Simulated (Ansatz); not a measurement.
This script for Ansatz 0.2.0, Python API starts 3 runs on ZrSnTe, space group P4/nmm. What input does the engine get in each?

Script `zrsnte_xc.py`:
```python
"""Functional comparison for ZrSnTe (totals differ with the potentials too)."""

from dataclasses import dataclass

import ansatz as az


@dataclass
class Settings:
    ecut: int = 450
    kgrid: tuple[int, ...] = (6, 6, 3)
    smearing: str = "Fermi-Dirac"
    smearing_width: float = 0.1


opts = Settings()

lattice = az.Lattice.of(
    (4.09707926, 0.0, 0.0),
    (0.0, 4.09707926, 0.0),
    (0.0, 0.0, 8.78583658),
)
sites = [
    ("Zr", (0.5, 0.0, 0.26356537)),
    ("Zr", (0.0, 0.5, 0.73643463)),
    ("Sn", (0.0, 0.0, 0.0)),
    ("Sn", (0.5, 0.5, 0.0)),
    ("Te", (0.5, 0.0, 0.61941346)),
    ("Te", (0.0, 0.5, 0.38058654)),
]
system = az.Crystal(lattice=lattice)
for symbol, position in sites:
    system = system.atom(symbol, position)

setup = (
    system.calculation()
    .basis(opts.ecut)
    .kpoints(*opts.kgrid)
    .occupations(opts.smearing, width=opts.smearing_width)
)

rows = []
for value in ["lda", "blyp", "pbesol"]:
    data = setup.functional(value).run().report
    rows.append((value, data["free_energy_ev"] / len(data["lattice"]["sites"]), data["n_iterations"], data["n_kpoints"]))

print("  functional   F/atom (eV)    iterations      k-points")
for row in rows:
    print(f"{str(row[0]):>12s}  {row[1]:12.5f}  {row[2]:12d}  {row[3]:12d}")
```

Run 1:
```yaml
crystal:
  lattice:
    - [4.09707926, 0.0, 0.0]
    - [0.0, 4.09707926, 0.0]
    - [0.0, 0.0, 8.78583658]
  atoms:
    - { symbol: Zr, position: [0.5, 0.0, 0.26356537] }
    - { symbol: Zr, position: [0.0, 0.5, 0.73643463] }
    - { symbol: Sn, position: [0.0, 0.0, 0.0] }
    - { symbol: Sn, position: [0.5, 0.5, 0.0] }
    - { symbol: Te, position: [0.5, 0.0, 0.61941346] }
    - { symbol: Te, position: [0.0, 0.5, 0.38058654] }
basis:
  ecutwfc: 450.0
kpoints:
  mp_grid:
    grid: [6, 6, 3]
hamiltonian:
  xc: lda
scf:
  occupations:
    method: fermi_dirac
    width: 0.1
```

Run 2, against run 1:
```diff
-  xc: lda
+  xc: blyp
```

Run 3, against run 1:
```diff
-  xc: lda
+  xc: pbesol
```

```console
$ python zrsnte_xc.py
  functional   F/atom (eV)    iterations      k-points
         lda   -5595.49519             8            20
        blyp   -5745.28885             8            20
      pbesol   -5660.73260             7            20
```

Notes:
- The structure comes from a database of computed cells and needn't be a stable or known phase.
- Total energies of different functionals can't be compared; pressures, moments and gaps at this one structure can.
- Timing: 30 s on 1 thread of Arm Neoverse V1, on a shared host, peak memory 0.54 GiB.
